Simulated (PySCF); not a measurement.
# CeN: bond curves at several levels of theory

One table from this session's results is given with a row withheld; the runs are named, their logs left out.

The runs use PySCF 2.14.0; Ce x2c-SVPall, N x2c-SVPall, spin-free X2C with a Gaussian nucleus.

The first run:

A driver script around PySCF takes these settings:

```json
{"atoms": "Ce, N", "charge": "0", "basis": "Ce x2c-SVPall, N x2c-SVPall", "Hamiltonian": "spin-free X2C with a Gaussian nucleus", "basis functions": "99", "electrons treated": "65", "masses in u": "139.9054, 14.0031", "levels": "PBE0, PBE, r²SCAN, MN15, r²SCAN0, CAM-B3LYP, HF, MP2, SCS-MP2", "grid": "80 radial by 434 angular points", "occupations": "held fixed by the projection of orbital angular momentum", "dissociation limit": "Ce + N, each in its ground configuration", "starting distance in angstrom": "1.983", "values of 2S to try": "1, 3, 5"}
```

Started as:

```
> OMP_NUM_THREADS=2 python dia.py task.json out
```

Steps of the session up to this table: The job; First curve: PBE0; Other states along the same grid; PBE; r²SCAN; MN15 (hybrid meta-GGA); r²SCAN0 (hybrid meta-GGA); CAM-B3LYP (range-separated hybrid); UHF (mean field).

One table of the session follows, with a row left open; its other results are not shown here.

It belongs to the step «The curves together». Energy (eV) from each level's lowest point:

| R (Å) | UHF | UHF-MP2 | UHF-SCS-MP2 | PBE | r²SCAN |
| --- | --- | --- | --- | --- | --- |
| 1.507 | 2.148 | 2.795 | 2.766 | 2.133 | 1.921 |
| 1.577 | ? | ? | ? | ? | ? |
| 1.647 | 0.306 | 0.662 | 0.641 | 0.346 | 0.277 |
| 1.699 | 0.069 | 0.296 | 0.281 | 0.096 | 0.064 |
| 1.752 | 0.000 | 0.087 | 0.079 | 0.000 | 0.000 |
| 1.805 | 0.064 | 0.000 | 0.000 | 0.024 | 0.052 |
| 1.875 | 0.308 | 0.028 | 0.041 | 0.198 | 0.257 |
| 1.962 | 0.799 | 0.225 | 0.257 | 0.575 | 0.664 |
| 2.067 | 1.561 | 0.661 | 0.714 | 1.164 | 1.285 |
| 2.208 | 2.715 | 1.292 | 1.379 | 2.037 | 2.186 |

Estimate the missing values for R (Å) = 1.577.

Worked estimate for «UHF». A straight line through the neighbours (1.507, 2.148) and (1.647, 0.306) gives 2.148 + (0.306 − 2.148) × (1.577 − 1.507) / (1.647 − 1.507) = 1.227; a parabola fitted to 3 rows on both sides gives 1.008.

As computed: UHF: 0.963; UHF-MP2: 1.475; UHF-SCS-MP2: 1.449; PBE: 0.995; r²SCAN: 0.863. In «UHF» the line misses by +0.264 and the parabola by +0.045.

Limits of these values: At some levels the lowest empty orbital lies below the highest filled one (the two can be of opposite spin).
